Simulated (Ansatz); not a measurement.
**CHF2NSi: a ladder of functionals and wavefunction methods**

The task here is to estimate one member of a computed series from the others.

Method: functionals in def2-TZVPP, the program's frozen cores in correlated methods; program: Ansatz 0.2.0, Gaussian basis.

Levels to be run: LDA (SPW92), PBE-D4, revPBE-D4, BLYP-D4, r2SCAN-D4, B97M-V, PBE0-D4, B3LYP-D4, r2SCANh-D4, r2SCAN0-D4, HSE06-D4, BHLYP-D4, CAM-B3LYP-D4, LC-ωPBE, ωB97X-V, ωB97M-V, B2PLYP, PBE-QIDH; CCSD(T)/def2-SVP; CCSD(T)/def2-TZVPP; CCSD(T)/def2-QZVPP; extrapolation to the limit; RPA on PBE.

## Structure used throughout

The geometry comes from an earlier relaxation with PBE0-D4 in a triple-zeta def2 set; it is a stationary point.

SMILES `N#C[SiH](F)F`, 6 atoms, charge 0, spin multiplicity 1.

Atoms are counted from 1 here; the program's logs count them from 0.

Bond lengths: N1–C2 1.151 Å, C2–Si3 1.838 Å, Si3–F4 1.574 Å, Si3–F5 1.574 Å, Si3–H6 1.465 Å. Angles: N1–C2–Si3 177.4°, C2–Si3–F4 107.5°, C2–Si3–F5 107.5°, C2–Si3–H6 111.5°, F4–Si3–F5 109.1°, F4–Si3–H6 110.6°, F5–Si3–H6 110.6°.

Set-up of the first run:

in.yaml reads:

```yaml
crystal:
  periodic: [false, false, false]
  atoms:
    - {symbol: N, position_ang: [0.362526, -2.300159, 0.730916]}
    - {symbol: C, position_ang: [0.194766, -1.221320, 0.366833]}
    - {symbol: Si, position_ang: [-0.075795, 0.525891, -0.136365]}
    - {symbol: F, position_ang: [-1.389055, 0.569639, -1.002501]}
    - {symbol: F, position_ang: [1.145698, 0.953753, -1.031735]}
    - {symbol: H, position_ang: [-0.196041, 1.408096, 1.026652]}
basis:
  gaussian: {orbitals: def2-TZVPP}
hamiltonian: {xc: lda}
output: {orbitals: {seedname: orbitals}}
```

Started as:

```bash
ansatz run in.yaml --threads 2 --pin off --events-out ev --progress --plain --max-ram 32768MiB --backend cpu
```

Steps of the session up to this table: LDA; PBE-D4 (GGA); revPBE-D4 (GGA); BLYP-D4 (GGA); r2SCAN-D4 (meta-GGA); B97M-V (meta-GGA); B3LYP-D4 (hybrid); r2SCANh-D4 (hybrid); r2SCAN0-D4 (hybrid); HSE06-D4 (hybrid); BHLYP-D4 (hybrid); CAM-B3LYP-D4 (range-separated); LC-ωPBE (range-separated); ωB97X-V (range-separated); ωB97M-V (range-separated); B2PLYP (double hybrid); PBE-QIDH (double hybrid).

One of the session's tables, all rows but one given; the rest of the session is left out.

```
  functional  HOMO (eV)  gap (eV)
 LDA (SPW92)      -9.16      6.49
      PBE-D4      -9.04      6.66
   revPBE-D4      -8.98      6.72
     BLYP-D4      -8.97      6.73
   r2SCAN-D4      -9.50      7.35
      B97M-V      -9.54      7.41
     PBE0-D4     -10.65      9.25
    B3LYP-D4          ?         ?
  r2SCANh-D4     -10.08      8.29
  r2SCAN0-D4     -10.86      9.61
    HSE06-D4     -10.24      8.46
    BHLYP-D4     -11.88     11.52
CAM-B3LYP-D4     -12.09     11.83
     LC-ωPBE     -13.58     14.55
     ωB97X-V     -13.12     13.99
     ωB97M-V     -12.98     13.69
```

Q: Estimate the row for B3LYP-D4 from the others.

Worked estimate for «HOMO (eV)». Against the share of exact exchange, BLYP-D4 (0, -8.97), BHLYP-D4 (0.5, -11.88) give a slope of -5.82 per unit share; at 0.2 the line stands at -10.13.

**Answer.** HOMO (eV): -10.38; gap (eV): 8.75. In «HOMO (eV)» the line misses by +0.25.
